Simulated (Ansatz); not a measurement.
# C2H5AlS: vertical spin-state energies in Python

Which spin state of C2H5AlS lies lowest at this geometry? The task is vertical spin-state energies, for C2H5AlS. SMILES: C=[C]([AlH2])S.

Program: Ansatz 0.2.0, driven from Python. Level of theory: PBE/6-31G*. These are calculated values, not measurements.

## (1) The structure

Bond lengths: C1–C2 1.305 Å, C2–Al3 1.952 Å, C2–S4 1.723 Å, C1–H5 1.067 Å, C1–H6 1.163 Å, Al3–H7 1.640 Å, Al3–H8 1.573 Å, S4–H9 1.421 Å. Angles: C1–C2–Al3 118.7°, C1–C2–S4 123.0°, Al3–C2–S4 118.2°, C2–C1–H5 126.4°, C2–C1–H6 118.4°, H5–C1–H6 115.1°, C2–Al3–H7 120.3°, C2–Al3–H8 122.0°, H7–Al3–H8 117.5°, C2–S4–H9 96.8°.

Input file c2h5als.xyz:

```xyz
9

C    -0.06130    1.20770   -0.71750
C    -0.38630    0.13210   -0.05420
Al    0.84620   -1.38210   -0.06050
S    -1.83810   -0.00190    0.86450
H     0.81550    1.34600   -1.30920
H    -0.80990    2.09790   -0.72850
H     2.27720   -1.28150   -0.85440
H     0.56430   -2.69110    0.76560
H    -1.31920    0.52670    2.07700
```

## (2) Script

Input file spin_c2h5als.py:

```python
'''Vertical spin-state energies of C2H5AlS.'''

import warnings

import ansatz as az

warnings.simplefilter('ignore', az.DeckWarning)

system = az.Crystal.molecule_from_extxyz('c2h5als.xyz')

calc = (
    system.calculation()
    .basis(gaussian='6-31G*')
    .functional('PBE')
)
found = {}
for unpaired in [0, 2]:
    r = calc.spin('collinear', total=unpaired).run().report
    s = unpaired / 2
    found[unpaired] = r['free_energy_ev']
    print(f'2S+1 = {unpaired + 1}: E = {found[unpaired]:.5f} eV, <S^2> = {abs(r["mean_field"]["state"]["spin_squared"]):.3f} (pure state {s * (s + 1):.2f})')
lowest = min(found, key=found.get)
for unpaired, e in found.items():
    print(f'multiplicity {unpaired + 1}: {(e - found[lowest]):.3f} eV above the lowest')
```

## (3) The input behind the calls

The engine receives this input (first run):

```yaml
crystal:
  periodic: [false, false, false]
  atoms:
    - { symbol: C, position_ang: [-0.0613, 1.2077, -0.7175] }
    - { symbol: C, position_ang: [-0.3863, 0.1321, -0.0542] }
    - { symbol: Al, position_ang: [0.8462, -1.3821, -0.0605] }
    - { symbol: S, position_ang: [-1.8381, -0.0019, 0.8645] }
    - { symbol: H, position_ang: [0.8155, 1.346, -1.3092] }
    - { symbol: H, position_ang: [-0.8099, 2.0979, -0.7285] }
    - { symbol: H, position_ang: [2.2772, -1.2815, -0.8544] }
    - { symbol: H, position_ang: [0.5643, -2.6911, 0.7656] }
    - { symbol: H, position_ang: [-1.3192, 0.5267, 2.077] }
basis:
  gaussian:
    orbitals: "6-31G*"
hamiltonian:
  xc: pbe
magnetization:
  spin_polarized: true
  initial_magnetization: 0.0
```

## (4) The run

Started as:

```console
python spin_c2h5als.py
```

**Question.** Which spin state is lowest at this geometry, and how far above lie the others?

The runs gave:

```
        quantity             value
   runs compared                 2
          lowest  run 1 (2S+1 = 1)
next above it by          3.132 eV
```

In words: In order: multiplicity 1 (+0.00 eV) and multiplicity 3 (+3.13 eV), all at the one geometry. The geometry is a force-field or estimated start, not a minimum of this method, and the basis set is short of its limit. All parts are taken at fixed geometry, without zero-point energy.
